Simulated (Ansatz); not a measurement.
# WC: response to strain

Aim: deform WC (equal xx and yy strain of -2 %) and compute stress, forces and field gradients with LAPW, PAW and all-electron datasets made for the crystal.

Computed with Ansatz 0.2.0 (DFT PBEsol, scalar-relativistic, unless a step's input says otherwise).

**1. The structure to begin with**

Symmetry: P-6m2, No. 187, hexagonal system. The conventional cell has a = 2.901 Å, b = 2.901 Å, c = 2.829 Å, α = 90.00°, β = 90.00°, γ = 120.00°. W (site symmetry -6m2) has 6 C at 2.19 Å as nearest neighbours. Around C (site symmetry -6m2) lie 6 W at 2.19 Å.

Structure file:

```
CELL_PARAMETERS angstrom
2.90050 0.00000 0.00000
-1.45025 2.51191 0.00000
0.00000 0.00000 2.82900
ATOMIC_POSITIONS crystal
W 0.00000 0.00000 0.00000
C 0.66667 0.33333 0.50000
```

Atoms are numbered in the order of the input: W1, C2.

**2. After the deformation**

Space group P-6m2 before, P-6m2 after.

**3. All-electron LAPW**

input.yaml

```yaml
crystal:
  lattice:
    - [2.8424914073, 0.0, 0.0]
    - [-1.4212457036, 2.4616697688, 0.0]
    - [0.0, 0.0, 2.829]
  atoms:
    - { symbol: W, position: [0.0, 0.0, 0.0] }
    - { symbol: C, position: [0.6666666667, 0.3333333333, 0.5] }
kpoints:
  mp_grid: { grid: [13, 13, 12] }
  band_path:
    path:
      - [0.0, 0.0, 0.0]
      - [0.5, 0.0, 0.0]
      - [0.3333333333, 0.3333333333, 0.0]
      - [0.0, 0.0, 0.0]
      - [0.0, 0.0, 0.5]
      - [0.5, 0.0, 0.5]
      - [0.3333333333, 0.3333333333, 0.5]
      - [0.0, 0.0, 0.5]
      - [0.5, 0.0, 0.5]
    npoints: 5
scf:
  occupations: { method: fermi_dirac, width: 0.05 }
hamiltonian:
  xc: pbesol
  pseudopotentials: { kind: all_electron, lapw: { basis_error: 0.001 } }
output:
  forces: true
  stress: true
  eigenvalues: true
```

Command:

```sh
> ansatz run input.yaml --threads 1 --pin off --max-ram 3072MiB --backend cpu --events-out ev --progress --plain --runs-dir out
```

**4. Frozen-core PAW**

input.yaml

```yaml
crystal:
  lattice:
    - [2.8424914073, 0.0, 0.0]
    - [-1.4212457036, 2.4616697688, 0.0]
    - [0.0, 0.0, 2.829]
  atoms:
    - { symbol: W, position: [0.0, 0.0, 0.0] }
    - { symbol: C, position: [0.6666666667, 0.3333333333, 0.5] }
kpoints:
  mp_grid: { grid: [13, 13, 12] }
scf:
  occupations: { method: fermi_dirac, width: 0.05 }
hamiltonian:
  xc: pbesol
  pseudopotentials: { kind: paw }
output:
  forces: true
  stress: true
  eigenvalues: true
  efg: { contact_densities: true }
  write_density: true
  write_potential: true
  elf: true
  volumetric_format: npy
```

**5. All-electron PAW on datasets made for the crystal**

input.yaml: that of step 4 with these lines changed.

```diff
@@ -14,3 +14,3 @@
   xc: pbesol
-  pseudopotentials: { kind: paw }
+  pseudopotentials: { kind: all_electron, datasets: crystal }
 output:
@@ -20,5 +20 @@
   efg: { contact_densities: true }
-  write_density: true
-  write_potential: true
-  elf: true
-  volumetric_format: npy
```

(Steps that only read results are left out.)

Q: Predict the outcome of this session. Wanted: pressure; largest shear or deviatoric stress.

**Answer**, as computed:

| quantity | value |
| --- | --- |
| pressure | LAPW 16.25, PAW 16.27, crystal datasets 16.24 GPa |
| largest shear or deviatoric stress (LAPW) | 9.27 GPa |

The largest part of the stress beyond the pressure is 9.27 GPa in size, in the zz component; the atoms are carried along and not relaxed. No run of the undeformed cell stands beside it, so the pressure holds what the given cell had before the change. PAW: stress within 0.04 GPa of LAPW. Crystal datasets: stress within 0.01 GPa of LAPW. Spin-orbit coupling is left out, though the cell holds W; in elements this heavy it can shift bands and gaps by tenths of an eV.
